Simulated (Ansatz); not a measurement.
**CH₅GeO radical: single points with varied inputs**

Aim: run CH₅GeO radical under a spread of inputs, and see what each costs and gives.

Method: the settings change from run to run; program: Ansatz 0.2.0, Gaussian basis.

## 1. The relaxed structure

An earlier PBE0-D4 in a triple-zeta def2 set relaxation fixed the geometry.

8 atoms, charge 0, spin multiplicity 2.

Atoms are counted from 1 here; the program's logs count them from 0.

Bond lengths: C1–Ge2 1.954 Å, C1–H4 1.090 Å, C1–H5 1.092 Å, C1–H6 1.090 Å, Ge2–O3 1.792 Å, Ge2–H7 1.564 Å, O3–H8 0.960 Å. Angles: Ge2–C1–H4 110.3°, Ge2–C1–H5 108.7°, Ge2–C1–H6 109.9°, H4–C1–H5 109.5°, H4–C1–H6 109.3°, H5–C1–H6 109.1°, C1–Ge2–O3 103.5°, C1–Ge2–H7 112.3°, O3–Ge2–H7 107.9°, Ge2–O3–H8 112.7°.

## 2. r2SCAN0/aug-pcseg-2

This run has charge -1, multiplicity 1, D3(BJ) with three-body dispersion.

in.yaml

```yaml
crystal:
  periodic: [false, false, false]
  atoms:
    - {symbol: C, position_ang: [-0.669713, 0.837439, -0.542820]}
    - {symbol: Ge, position_ang: [0.882153, -0.278854, -0.139010]}
    - {symbol: O, position_ang: [0.160063, -1.768925, 0.546421]}
    - {symbol: H, position_ang: [-0.349763, 1.807696, -0.923461]}
    - {symbol: H, position_ang: [-1.247630, 0.978326, 0.373273]}
    - {symbol: H, position_ang: [-1.295998, 0.347277, -1.287738]}
    - {symbol: H, position_ang: [1.802070, 0.357732, 0.953964]}
    - {symbol: H, position_ang: [0.810919, -2.337889, 0.963573]}
basis:
  gaussian: {orbitals: aug-pcseg-2}
total_charge: -1
hamiltonian: {xc: {name: r2SCAN0}, dispersion: d3bjatm}
output: {forces: true}
```

On the command line:

```console
$ ansatz run in.yaml --threads 4 --pin off --events-out ev --progress --plain --max-ram 10444MiB
```

What it wrote (excerpt; [...] marks lines left out):

```text
Functional definition: r2SCAN0
  name "r2SCAN0"
  cite "Bursch, Neugebauer, Ehlert & Grimme, J. Chem. Phys. 156, 134105 (2022) doi:10.1063/5.0086040"
  cite "Furness, Kaplan, Ning, Perdew & Sun, J. Phys. Chem. Lett. 11, 8208 (2020) doi:10.1021/acs.jpclett.0c02405"
  cite "Furness, Kaplan, Ning, Perdew & Sun, J. Phys. Chem. Lett. 11, 9248 (2020) doi:10.1021/acs.jpclett.0c03077"
  parent r2scan
[...]
1187 factors; their error is unknown
[...]
mean field -59683.42336109 eV, -2193.3253536426 hartree, gradient 4.5e-5 eV, S^2 0.000000; 0 other end points of the search recorded, 0 dependent functions left out
[...]
reference -59683.42337924 eV, -2193.3253543099 hartree; 26, 26 occupied and 240, 240 virtual orbitals, 1187 factors
Total energy: -59683.46175015 eV, -2193.3267644148 hartree
Atom 0 at    -0.669713     0.837439    -0.542820 Å, force    -0.696159     0.317750     0.849369 eV/Å
Atom 1 at     0.882153    -0.278854    -0.139010 Å, force     2.321784    -0.225737    -2.858751 eV/Å
Atom 2 at     0.160063    -1.768925     0.546421 Å, force    -0.758764    -1.077033     1.361361 eV/Å
Atom 3 at    -0.349763     1.807696    -0.923461 Å, force     0.007694    -0.138401     0.047069 eV/Å
Atom 4 at    -1.247630     0.978326     0.373273 Å, force    -0.359030     0.243703    -0.122508 eV/Å
Atom 5 at    -1.295998     0.347277    -1.287738 Å, force     0.200654     0.024233     0.117173 eV/Å
Atom 6 at     1.802070     0.357732     0.953964 Å, force    -0.465084     0.446365     0.960510 eV/Å
Atom 7 at     0.810919    -2.337889     0.963573 Å, force    -0.251094     0.409120    -0.354224 eV/Å
Dipole moment:    -0.364407     0.091430     0.476240 e Å
```

Wall time 3 s (4 threads of AMD EPYC 9R45, shared host); peak memory 0.77 GiB.

Largest force 3.690 eV/Å.

## 3. RPA/def2-mTZVPP

This run has restricted open-shell orbitals, a grid of angular degree 47, a point charge of 1.00 e beside it, correlated electrons set to all, the search for lower states set to full.

in.yaml, as its differences from that of step 2:

```diff
@@ -12,5 +12,6 @@
 basis:
-  gaussian: {orbitals: aug-pcseg-2}
-total_charge: -1
-hamiltonian: {xc: {name: r2SCAN0}, dispersion: d3bjatm}
-output: {forces: true}
+  gaussian: {orbitals: def2-mTZVPP, final_grid: {core_spheres: 20, valence_spheres: 16, degree: 47}, point_charges: [{charge: 1.00, position_ang: [4.463, -0.318, 0.417]}]}
+magnetization: {spin_polarized: false, initial_magnetization: 1}
+hamiltonian: {xc: {name: HF}}
+correlation: {method: rpa, electrons: all}
+scf: {lower_state_search: full}
```

Same command.

What it wrote:

```text
Functional definition: HF
  name "HF"
  cite "Fock, Z. Phys. 61, 126 (1930) doi:10.1007/BF01340294"
  parent pbe
  exchange = exact_x
  correlation = 0
976 factors; integrals over basis functions are off by at most 1.1e-3 eV
mean field evaluation 1: about -59618.4139 eV, gradient 3.7e1 eV
mean field evaluation 2: about -59618.4151 eV, gradient 3.7e1 eV
mean field evaluation 4: about -59621.3601 eV, gradient 4.1e0 eV
mean field evaluation 8: about -59621.4234 eV, gradient 8.0e-4 eV
mean field evaluation 16: about -59493.0860 eV, gradient 9.8e1 eV
mean field evaluation 32: about -59621.4234 eV, gradient 1.7e-6 eV
mean field evaluation 64: about -59621.0735 eV, gradient 6.6e0 eV
mean field -59621.42344392 eV, -2191.0468987117 hartree, gradient 1.5e-6 eV, S^2 0.750000; 5 other end points of the search recorded, 0 dependent functions left out
mean field evaluation 96: about -59621.4690 eV, gradient 1.6e-1 eV
reference -59621.42344392 eV, -2191.0468987117 hartree; 26, 25 occupied and 78, 79 virtual orbitals, 976 factors
Total energy: -59644.47433451 eV, -2191.8940033166 hartree
```

Run time: 1.5 s. Hardware: 4 threads of AMD EPYC 9R45, shared host; peak memory 0.27 GiB.

## 4. PBE0/6-31G

Set apart from the defaults: the search for lower states set to light.

in.yaml, as its differences from that of step 3:

```diff
@@ -12,6 +12,6 @@
 basis:
-  gaussian: {orbitals: def2-mTZVPP, final_grid: {core_spheres: 20, valence_spheres: 16, degree: 47}, point_charges: [{charge: 1.00, position_ang: [4.463, -0.318, 0.417]}]}
-magnetization: {spin_polarized: false, initial_magnetization: 1}
-hamiltonian: {xc: {name: HF}}
-correlation: {method: rpa, electrons: all}
-scf: {lower_state_search: full}
+  gaussian: {orbitals: 6-31G}
+magnetization: {spin_polarized: true, initial_magnetization: 1}
+hamiltonian: {xc: {name: PBE0}}
+scf: {lower_state_search: light}
+output: {forces: true}
```

Launched as before.

What it wrote (excerpt; [...] marks lines left out):

```text
Functional definition: PBE0
  name "PBE0"
  cite "Adamo & Barone, J. Chem. Phys. 110, 6158 (1999) doi:10.1063/1.478522"
  cite "Perdew, Burke & Ernzerhof, Phys. Rev. Lett. 77, 3865 (1996) doi:10.1103/PhysRevLett.77.3865"
  parent pbe
[...]
615 factors; integrals over basis functions are off by at most 3.4e-4 eV
[...]
mean field -59662.13768195 eV, -2192.5431193624 hartree, gradient 7.9e-5 eV, S^2 0.751235; 0 other end points of the search recorded, 0 dependent functions left out
[...]
reference -59662.13770777 eV, -2192.5431203111 hartree; 26, 25 occupied and 31, 32 virtual orbitals, 615 factors
Total energy: -59662.13770777 eV, -2192.5431203111 hartree
Atom 0 at    -0.669713     0.837439    -0.542820 Å, force     0.129970    -0.018394     0.035586 eV/Å
Atom 1 at     0.882153    -0.278854    -0.139010 Å, force    -0.045170     0.490623    -0.425117 eV/Å
Atom 2 at     0.160063    -1.768925     0.546421 Å, force    -0.259144     0.040176    -0.053824 eV/Å
Atom 3 at    -0.349763     1.807696    -0.923461 Å, force     0.001620     0.092876    -0.036394 eV/Å
Atom 4 at    -1.247630     0.978326     0.373273 Å, force    -0.068166     0.020796     0.048008 eV/Å
Atom 5 at    -1.295998     0.347277    -1.287738 Å, force    -0.039858    -0.039410    -0.043899 eV/Å
Atom 6 at     1.802070     0.357732     0.953964 Å, force     0.090703     0.123012     0.101094 eV/Å
Atom 7 at     0.810919    -2.337889     0.963573 Å, force     0.190046    -0.709680     0.374546 eV/Å
Dipole moment:     0.243888     0.156810     0.021386 e Å
```

Wall time 0.5 s (4 threads of AMD EPYC 9R45, shared host).

Largest force 0.825 eV/Å, dipole 1.40 D, ⟨S²⟩ 0.751.

## 5. wB97X/STO-3G

in.yaml, as its differences from that of step 4:

```diff
@@ -12,6 +12,5 @@
 basis:
-  gaussian: {orbitals: 6-31G}
+  gaussian: {orbitals: STO-3G}
 magnetization: {spin_polarized: true, initial_magnetization: 1}
-hamiltonian: {xc: {name: PBE0}}
-scf: {lower_state_search: light}
+hamiltonian: {xc: {name: wB97X}}
 output: {forces: true}
```

Launched as before.

What it wrote (excerpt; [...] marks lines left out):

```text
Functional definition: wB97X
  name "wB97X"
  cite "Chai & Head-Gordon, J. Chem. Phys. 128, 084106 (2008) doi:10.1063/1.2834918"
  cite "Becke, J. Chem. Phys. 107, 8554 (1997) doi:10.1063/1.475007"
[...]
  # The coefficients of nought are those of the uniform gas.
[...]
      + exact_x_lr(omega)
[...]
      + integral(e_c_pw_opposite_spin*poly(b97_u_opposite, 1, cos1, cos2, cos3, cos4))
388 factors; integrals over basis functions are off by at most 4.4e-5 eV
136 factors; integrals over basis functions are off by at most 9.5e-7 eV
[...]
mean field -58990.39979467 eV, -2167.8572073251 hartree, gradient 2.8e-5 eV, S^2 0.751984; 0 other end points of the search recorded, 0 dependent functions left out
[...]
reference -58990.39977709 eV, -2167.8572066788 hartree; 26, 25 occupied and 7, 8 virtual orbitals, 388 factors
Total energy: -58990.39977709 eV, -2167.8572066788 hartree
Atom 0 at    -0.669713     0.837439    -0.542820 Å, force     1.655755    -1.288318     0.713319 eV/Å
Atom 1 at     0.882153    -0.278854    -0.139010 Å, force    -0.076516    -0.232171     1.870852 eV/Å
Atom 2 at     0.160063    -1.768925     0.546421 Å, force    -2.103226     3.447217    -2.149232 eV/Å
Atom 3 at    -0.349763     1.807696    -0.923461 Å, force    -0.110249     0.150371    -0.039613 eV/Å
Atom 4 at    -1.247630     0.978326     0.373273 Å, force    -0.264714     0.204815    -0.040956 eV/Å
Atom 5 at    -1.295998     0.347277    -1.287738 Å, force    -0.193840     0.069165    -0.093572 eV/Å
Atom 6 at     1.802070     0.357732     0.953964 Å, force    -1.480770    -0.856673    -1.534520 eV/Å
Atom 7 at     0.810919    -2.337889     0.963573 Å, force     2.573560    -1.494406     1.273722 eV/Å
Dipole moment:     0.205678    -0.048173     0.077072 e Å
```

Run time: 0.7 s. Hardware: 4 threads of AMD EPYC 9R45, shared host.

Largest force 4.575 eV/Å, dipole 1.08 D, ⟨S²⟩ 0.752.

## 6. B97/def2-TZVPP

in.yaml, as its differences from that of step 5:

```diff
@@ -12,5 +12,5 @@
 basis:
-  gaussian: {orbitals: STO-3G}
+  gaussian: {orbitals: def2-TZVPP}
 magnetization: {spin_polarized: true, initial_magnetization: 1}
-hamiltonian: {xc: {name: wB97X}}
+hamiltonian: {xc: {name: B97}}
 output: {forces: true}
```

The command is unchanged.

What it wrote (excerpt; [...] marks lines left out):

```text
Functional definition: B97
  name "B97"
  cite "Becke, J. Chem. Phys. 107, 8554 (1997) doi:10.1063/1.475007"
[...]
      + integral(e_c_pw_opposite_spin*poly(b97_u_opposite, cos0, cos1, cos2))
1015 factors; their error is unknown
[...]
mean field -59681.09529384 eV, -2193.2397987494 hartree, gradient 1.9e-5 eV, S^2 0.751764; 0 other end points of the search recorded, 0 dependent functions left out
[...]
reference -59681.09531862 eV, -2193.2397996601 hartree; 26, 25 occupied and 154, 155 virtual orbitals, 1015 factors
Total energy: -59681.09531862 eV, -2193.2397996601 hartree
Atom 0 at    -0.669713     0.837439    -0.542820 Å, force    -0.169490     0.126925    -0.039464 eV/Å
Atom 1 at     0.882153    -0.278854    -0.139010 Å, force     0.304214     0.072144    -0.167154 eV/Å
Atom 2 at     0.160063    -1.768925     0.546421 Å, force    -0.113498    -0.257948     0.129074 eV/Å
Atom 3 at    -0.349763     1.807696    -0.923461 Å, force    -0.003932     0.025903    -0.010612 eV/Å
Atom 4 at    -1.247630     0.978326     0.373273 Å, force    -0.028906     0.016500     0.021605 eV/Å
Atom 5 at    -1.295998     0.347277    -1.287738 Å, force    -0.022219    -0.000608    -0.018331 eV/Å
Atom 6 at     1.802070     0.357732     0.953964 Å, force     0.040801     0.039792     0.073023 eV/Å
Atom 7 at     0.810919    -2.337889     0.963573 Å, force    -0.006970    -0.022708     0.011859 eV/Å
Dipole moment:     0.136397     0.102798     0.002550 e Å
```

Wall time 2 s (4 threads of AMD EPYC 9R45, shared host); peak memory 0.56 GiB.

Largest force 0.355 eV/Å, dipole 0.82 D, ⟨S²⟩ 0.752.

## 7. PBE0/cc-pVDZ

This run has charge +1, multiplicity 1, atoms shaken by 0.15 Å.

in.yaml

```yaml
crystal:
  periodic: [false, false, false]
  atoms:
    - {symbol: C, position_ang: [-0.689810, 0.885611, -0.768676]}
    - {symbol: Ge, position_ang: [0.907646, -0.281066, -0.269799]}
    - {symbol: O, position_ang: [0.133947, -1.861738, 0.577727]}
    - {symbol: H, position_ang: [-0.306712, 1.797244, -1.142672]}
    - {symbol: H, position_ang: [-1.347417, 1.257876, 0.247700]}
    - {symbol: H, position_ang: [-1.083718, 0.626781, -1.283532]}
    - {symbol: H, position_ang: [1.949054, 0.494921, 1.089071]}
    - {symbol: H, position_ang: [0.745294, -2.161679, 0.985865]}
basis:
  gaussian: {orbitals: cc-pVDZ}
total_charge: 1
hamiltonian: {xc: {name: PBE0}}
output: {forces: true}
```

Same command.

What it wrote (excerpt; [...] marks lines left out):

```text
Functional definition: PBE0
  name "PBE0"
  cite "Adamo & Barone, J. Chem. Phys. 110, 6158 (1999) doi:10.1063/1.478522"
  cite "Perdew, Burke & Ernzerhof, Phys. Rev. Lett. 77, 3865 (1996) doi:10.1103/PhysRevLett.77.3865"
  parent pbe
[...]
800 factors; integrals over basis functions are off by at most 1.1e-3 eV
[...]
mean field -59654.31629950 eV, -2192.2556888586 hartree, gradient 8.2e-6 eV, S^2 0.000000; 0 other end points of the search recorded, 0 dependent functions left out
[...]
reference -59654.31632264 eV, -2192.2556897092 hartree; 25, 25 occupied and 55, 55 virtual orbitals, 800 factors
Total energy: -59654.31632264 eV, -2192.2556897092 hartree
Atom 0 at    -0.689810     0.885611    -0.768676 Å, force    27.196627    18.979939    38.815957 eV/Å
Atom 1 at     0.907646    -0.281066    -0.269799 Å, force    -2.699594    -0.212235     4.866235 eV/Å
Atom 2 at     0.133947    -1.861738     0.577727 Å, force   -11.202637     9.574589   -11.115925 eV/Å
Atom 3 at    -0.306712     1.797244    -1.142672 Å, force     1.055067     1.402056    -0.376737 eV/Å
Atom 4 at    -1.347417     1.257876     0.247700 Å, force     2.134129    -1.745960    -2.443785 eV/Å
Atom 5 at    -1.083718     0.626781    -1.283532 Å, force   -28.800916   -19.635384   -36.686777 eV/Å
Atom 6 at     1.949054     0.494921     1.089071 Å, force    -0.828403    -1.298749    -2.320463 eV/Å
Atom 7 at     0.745294    -2.161679     0.985865 Å, force    13.145727    -7.064257     9.261494 eV/Å
Dipole moment:     0.375134     0.434722    -0.089955 e Å
```

Run time: 0.45 s. Hardware: 4 threads of AMD EPYC 9R45, shared host.

Largest force 51.055 eV/Å.

## 8. B97M-V/aug-pcseg-2

Options: multiplicity 4, coordinates scaled by 0.92, a point charge of 1.00 e beside it.

in.yaml

```yaml
crystal:
  periodic: [false, false, false]
  atoms:
    - {symbol: C, position_ang: [-0.616136, 0.770444, -0.499395]}
    - {symbol: Ge, position_ang: [0.811580, -0.256546, -0.127890]}
    - {symbol: O, position_ang: [0.147258, -1.627411, 0.502707]}
    - {symbol: H, position_ang: [-0.321782, 1.663080, -0.849584]}
    - {symbol: H, position_ang: [-1.147820, 0.900060, 0.343411]}
    - {symbol: H, position_ang: [-1.192318, 0.319495, -1.184719]}
    - {symbol: H, position_ang: [1.657904, 0.329113, 0.877647]}
    - {symbol: H, position_ang: [0.746045, -2.150858, 0.886487]}
basis:
  gaussian: {orbitals: aug-pcseg-2, point_charges: [{charge: 1.00, position_ang: [6.253, 0.990, -0.463]}]}
magnetization: {spin_polarized: true, initial_magnetization: 3}
hamiltonian: {xc: {name: B97M-V}}
```

Same command.

What it wrote (excerpt; [...] marks lines left out):

```text
Functional definition: B97M-V
  name "B97M-V"
  cite "Mardirossian & Head-Gordon, J. Chem. Phys. 142, 074111 (2015) doi:10.1063/1.4907719"
  cite "Becke, J. Chem. Phys. 107, 8554 (1997) doi:10.1063/1.475007"
  cite "Vydrov & Van Voorhis, J. Chem. Phys. 133, 244103 (2010) doi:10.1063/1.3521275"
  # Of w^i u^j: cxij and so on, Table III.
[...]
  gx(w, u) = cx00 + cx01*u + cx02*u^2 + (cx10 + cx11*u)*w
  gss(w, u) = css00 + css02*u^2 + css10*w + (css32*w^3 + css42*w^4)*u^2
  gos(w, u) = cos00 + cos01*u + cos03*u^3 + cos10*w + cos32*w^3*u^2
[...]
      + integral(e_c_pw_mod_opposite_spin*gos(b97_w_opposite, b97_u_opposite)) + vv10(b, c)
1139 factors; their error is unknown
[...]
a density is far from that of the atoms, so the factors are made again for it
1727 factors; integrals over basis functions are off by at most 6.2e-4 eV
mean field -59666.56769531 eV, -2192.7059193505 hartree, gradient 2.0e-5 eV, S^2 3.754454; 0 other end points of the search recorded, 0 dependent functions left out
reference -59666.56782842 eV, -2192.7059242423 hartree; 27, 24 occupied and 239, 242 virtual orbitals, 1727 factors
Total energy: -59666.56782842 eV, -2192.7059242423 hartree
```

Wall time 46 s (4 threads of AMD EPYC 9R45, shared host); peak memory 1.4 GiB.

⟨S²⟩ 3.754.

## 9. CAM-B3LYP/cc-pVTZ-DK

Set apart from the defaults: restricted open-shell orbitals, D4 dispersion.

in.yaml

```yaml
crystal:
  periodic: [false, false, false]
  atoms:
    - {symbol: C, position_ang: [-0.669713, 0.837439, -0.542820]}
    - {symbol: Ge, position_ang: [0.882153, -0.278854, -0.139010]}
    - {symbol: O, position_ang: [0.160063, -1.768925, 0.546421]}
    - {symbol: H, position_ang: [-0.349763, 1.807696, -0.923461]}
    - {symbol: H, position_ang: [-1.247630, 0.978326, 0.373273]}
    - {symbol: H, position_ang: [-1.295998, 0.347277, -1.287738]}
    - {symbol: H, position_ang: [1.802070, 0.357732, 0.953964]}
    - {symbol: H, position_ang: [0.810919, -2.337889, 0.963573]}
basis:
  gaussian: {orbitals: cc-pVTZ-DK}
magnetization: {spin_polarized: false, initial_magnetization: 1}
hamiltonian: {xc: {name: CAM-B3LYP}, dispersion: d4}
```

Same command.

What it wrote (excerpt; [...] marks lines left out):

```text
Functional definition: CAM-B3LYP
  name "CAM-B3LYP"
  cite "Yanai, Tew & Handy, Chem. Phys. Lett. 393, 51 (2004) doi:10.1016/j.cplett.2004.06.011"
  cite "Iikura, Tsuneda, Yanai & Hirao, J. Chem. Phys. 115, 3540 (2001) doi:10.1063/1.1383587"
  cite "Becke, Phys. Rev. A 38, 3098 (1988) doi:10.1103/PhysRevA.38.3098"
  cite "Lee, Yang & Parr, Phys. Rev. B 37, 785 (1988) doi:10.1103/PhysRevB.37.785"
  cite "Vosko, Wilk & Nusair, Can. J. Phys. 58, 1200 (1980) doi:10.1139/p80-159"
[...]
  # Exact exchange under (alpha + beta erf(omega r))/r, Becke's under what is left of 1/r.
[...]
1043 factors; their error is unknown
253 factors; integrals over basis functions are off by at most 8.2e-6 eV
[...]
mean field -60282.49847615 eV, -2215.3409580534 hartree, gradient 7.0e-5 eV, S^2 0.750000; 0 other end points of the search recorded, 0 dependent functions left out
reference -60282.49859036 eV, -2215.3409622508 hartree; 26, 25 occupied and 147, 148 virtual orbitals, 1043 factors
Total energy: -60282.60028353 eV, -2215.3446994056 hartree
Relativity: scalar
```

It took 1.2 s on 4 threads of AMD EPYC 9R45, shared host; peak memory 0.53 GiB.

## 10. PBE0-DH/def2-TZVPD

Set apart from the defaults: charge -1, multiplicity 1, finite nuclei, relativity set to none.

in.yaml, as its differences from that of step 9:

```diff
@@ -12,4 +12,4 @@
 basis:
-  gaussian: {orbitals: cc-pVTZ-DK}
-magnetization: {spin_polarized: false, initial_magnetization: 1}
-hamiltonian: {xc: {name: CAM-B3LYP}, dispersion: d4}
+  gaussian: {orbitals: def2-TZVPD, nuclear_model: gaussian}
+total_charge: -1
+hamiltonian: {xc: {name: PBE0-DH}, pseudopotentials: {relativity: none}}
```

Same command.

What it wrote (excerpt; [...] marks lines left out):

```text
Functional definition: PBE0-DH
  name "PBE0-DH"
  cite "Brémond & Adamo, J. Chem. Phys. 135, 024106 (2011) doi:10.1063/1.3604569"
  cite "Perdew, Burke & Ernzerhof, Phys. Rev. Lett. 77, 3865 (1996) doi:10.1103/PhysRevLett.77.3865"
[...]
1203 factors; integrals over basis functions are off by at most 9.5e-4 eV
[...]
mean field -59668.90125096 eV, -2192.7916759390 hartree, gradient 9.3e-6 eV, S^2 0.000000; 0 other end points of the search recorded, 0 dependent functions left out
11 core orbitals not correlated: weight in the atoms' cores, before any rotation towards them, 1.000 or more for the frozen orbitals, at most 0.000 for the correlated occupied ones
reference -59668.90127644 eV, -2192.7916768753 hartree; 15, 15 occupied and 150, 150 virtual orbitals, 1203 factors
second order -22.97840566 eV of doubles, -0.00000000 eV of singles
Total energy: -59671.77357715 eV, -2192.8972319794 hartree
```

Wall time 1.2 s (4 threads of AMD EPYC 9R45, shared host); peak memory 0.43 GiB.

## 11. All runs side by side

| level | charge | multiplicity | geometry | functions | energy (eV) | time |
| --- | --- | --- | --- | --- | --- | --- |
| r2SCAN0/aug-pcseg-2 | -1 | 1 | relaxed | 266 | -59683.462 | 3 s |
| RPA/def2-mTZVPP | 0 | 2 | relaxed, point charge | 104 | -59644.474 | 1.5 s |
| PBE0/6-31G | 0 | 2 | relaxed | 57 | -59662.138 | 0.5 s |
| wB97X/STO-3G | 0 | 2 | relaxed | 33 | -58990.400 | 0.7 s |
| B97/def2-TZVPP | 0 | 2 | relaxed | 180 | -59681.095 | 2 s |
| PBE0/cc-pVDZ | 1 | 1 | shaken | 80 | -59654.316 | 0.45 s |
| B97M-V/aug-pcseg-2 | 0 | 4 | scaled, point charge | 266 | -59666.568 | 46 s |
| CAM-B3LYP/cc-pVTZ-DK | 0 | 2 | relaxed | 173 | -60282.600 | 1.2 s |
| PBE0-DH/def2-TZVPD | -1 | 1 | relaxed | 176 | -59671.774 | 1.2 s |

## 12. Outcome

```
                                         quantity                     value
                                             runs                         9
                                         quickest      PBE0/cc-pVDZ, 0.45 s
                                          slowest  B97M-V/aug-pcseg-2, 46 s
spread of total energies, same state and geometry                 1292.2 eV
                  dipole, same state and geometry            0.82 to 1.40 D
```

In words: B97M-V/aug-pcseg-2 took 102 times as long as PBE0/cc-pVDZ. The jobs differ in tasks and options as well as level. The totals spread over 1292 eV; they can't be compared across methods or bases. Some of these runs are scalar-relativistic and others not, which shifts the totals of all-electron atoms past neon by several eV an atom and more; core potentials, where a basis has them, take the core out of the total altogether. At the PBE0-D4/def2-TZVP geometry and in the same state, the sound runs without point charges leave forces up to 4.57 eV/Å (wB97X/STO-3G). At that geometry and state the dipole changes by 70 % between the lowest and highest value.
